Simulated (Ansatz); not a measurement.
**Molecular dynamics of Na2MgFeF7**

Input:

```yaml
accuracy: low
crystal:
  lattice:
    - [-3.676236, 5.272741, 3.800783]
    - [3.676236, -5.272741, 3.800783]
    - [3.676236, 5.272741, -3.800783]
  atoms:
    - { symbol: Na, position: [0.0, 0.0, 0.0] }
    - { symbol: Na, position: [0.5, 0.0, 0.5] }
    - { symbol: Na, position: [0.0, 0.5, 0.0] }
    - { symbol: Na, position: [0.0, 0.0, 0.5] }
    - { symbol: Mg, position: [0.5, 0.0, 0.0] }
    - { symbol: Mg, position: [0.5, 0.5, 0.5] }
    - { symbol: Fe, position: [0.5, 0.5, 0.0], spin: 2.5 }
    - { symbol: Fe, position: [0.0, 0.5, 0.5], spin: 2.5 }
    - { symbol: F, position: [0.822648, 0.72995, 0.092698] }
    - { symbol: F, position: [0.137252, 0.72995, 0.407302] }
    - { symbol: F, position: [0.54846, 0.63041, 0.313316] }
    - { symbol: F, position: [0.817094, 0.235144, 0.186684] }
    - { symbol: F, position: [0.817094, 0.63041, 0.58195] }
    - { symbol: F, position: [0.54846, 0.235144, 0.91805] }
    - { symbol: F, position: [0.45154, 0.764856, 0.08195] }
    - { symbol: F, position: [0.182906, 0.36959, 0.41805] }
    - { symbol: F, position: [0.182906, 0.764856, 0.813316] }
    - { symbol: F, position: [0.45154, 0.36959, 0.686684] }
    - { symbol: F, position: [0.596503, 0.846503, 0.75] }
    - { symbol: F, position: [0.177352, 0.27005, 0.907302] }
    - { symbol: F, position: [0.862748, 0.27005, 0.592698] }
    - { symbol: F, position: [0.403497, 0.153497, 0.25] }
magnetization:
  spin_polarized: true
basis:
  ecutwfc: 420.0
kpoints:
  mp_grid: { grid: [2, 2, 2] }
hamiltonian:
  xc: lda
scf:
  occupations: { method: fermi_dirac, width: 0.05 }
  lower_state_search: "off"
md:
  timestep: 2
  n_steps: 310
  ensemble: nvt_langevin
  temperature: 700.0
  initial_velocities: maxwell_boltzmann
  seed: 619665
  friction: 0.005
```

Launched with:

```bash
$ ansatz run input.yaml --threads 4 --pin off --max-ram 10240MiB --backend cpu --events-out ev --progress --plain --runs-dir out
```

It starts from an unrelaxed structure (largest force component 0.45 eV/Å).

Output, in part (step lines):

```
md step     0: t =     0.00 fs  T =   668.2 K  F+E_penalty+E_count = -29642.84472271 eV  E_kin = 1.900122 eV  (26 SCF iters)
md step     1: t =     2.00 fs  T =   691.3 K  F+E_penalty+E_count = -29642.81879650 eV  E_kin = 1.965912 eV  (9 SCF iters)
md step     2: t =     4.00 fs  T =   654.1 K  F+E_penalty+E_count = -29642.76325326 eV  E_kin = 1.860086 eV  (9 SCF iters)
md step     3: t =     6.00 fs  T =   629.5 K  F+E_penalty+E_count = -29642.67807568 eV  E_kin = 1.790082 eV  (9 SCF iters)
md step     4: t =     8.00 fs  T =   622.1 K  F+E_penalty+E_count = -29642.56271826 eV  E_kin = 1.769204 eV  (9 SCF iters)
md step     5: t =    10.00 fs  T =   587.5 K  F+E_penalty+E_count = -29642.41812640 eV  E_kin = 1.670695 eV  (9 SCF iters)
md step     6: t =    12.00 fs  T =   531.5 K  F+E_penalty+E_count = -29642.25198078 eV  E_kin = 1.511374 eV  (9 SCF iters)
md step     7: t =    14.00 fs  T =   447.4 K  F+E_penalty+E_count = -29642.09233203 eV  E_kin = 1.272337 eV  (9 SCF iters)
[... lines left out ...]
md step   310: t =   620.00 fs  T =   667.7 K  F+E_penalty+E_count = -29641.15469758 eV  E_kin = 1.898670 eV  (9 SCF iters)
```

The steps, from the saved trajectory:

```
time (fs)  T (K)  potential energy less start (eV)
        0    668                             0.000
       20    357                             1.047
       40    401                             0.940
       60    481                             0.876
       80    386                             1.510
      100    528                             1.012
      120    458                             1.250
      140    449                             1.325
      160    569                             1.148
      180    455                             1.395
      200    600                             0.896
      220    439                             1.573
      240    638                             1.255
      260    492                             1.607
      280    664                             0.933
      300    474                             1.392
      320    539                             1.321
      340    659                             1.055
      360    566                             1.546
      380    613                             1.368
      400    423                             1.876
      420    585                             1.228
      440    501                             1.509
      460    730                             1.224
      480    545                             1.730
      500    699                             1.096
      520    550                             1.253
      540    686                             0.992
      560    493                             1.533
      580    483                             1.731
      600    594                             1.376
      620    668                             1.690
```

All steps were run. The mean temperature of the second half is 17 % below the set value. A run of 0.62 ps of so small a system gives no equilibrium averages. No Hubbard correction was used and the magnetic state wasn't searched. Limits of this set-up: coarse k mesh, low accuracy level.

Mean squared displacements from the first frame to the last, about the centre of mass: Na 0.20 Å², Mg 0.02 Å², Fe 0.07 Å², F 0.09 Å².

Last frame:

```xyz
22
Lattice="-3.6762 5.2727 3.8008 3.6762 -5.2727 3.8008 3.6762 5.2727 -3.8008" Properties=species:S:1:pos:R:3
Na 0.161 -0.193 -0.023
Na 0.362 4.721 -0.216
Na 1.725 -2.870 1.916
Na 1.762 2.418 -1.645
Mg -1.436 2.381 1.580
Mg 2.095 2.515 1.608
Fe 0.541 -0.183 3.729
Fe 3.748 -0.178 -0.313
F 0.591 0.469 5.336
F 3.947 -0.956 1.522
F 2.035 0.928 2.884
F -1.032 3.705 2.936
F 1.708 3.869 3.102
F 2.834 6.454 -0.901
F 1.997 -1.472 3.783
F 2.432 1.107 0.248
F 5.251 0.938 0.262
F 2.585 4.176 0.326
F 3.954 2.504 2.007
F 4.089 4.426 -1.819
F 0.162 5.981 1.774
F 0.489 2.511 0.786
```

Run time: 27 min on 4 threads of Intel(R) Xeon(R) CPU @ 2.80GHz (Skylake/Cascade Lake), on a shared host, peak memory 1.3 GiB.
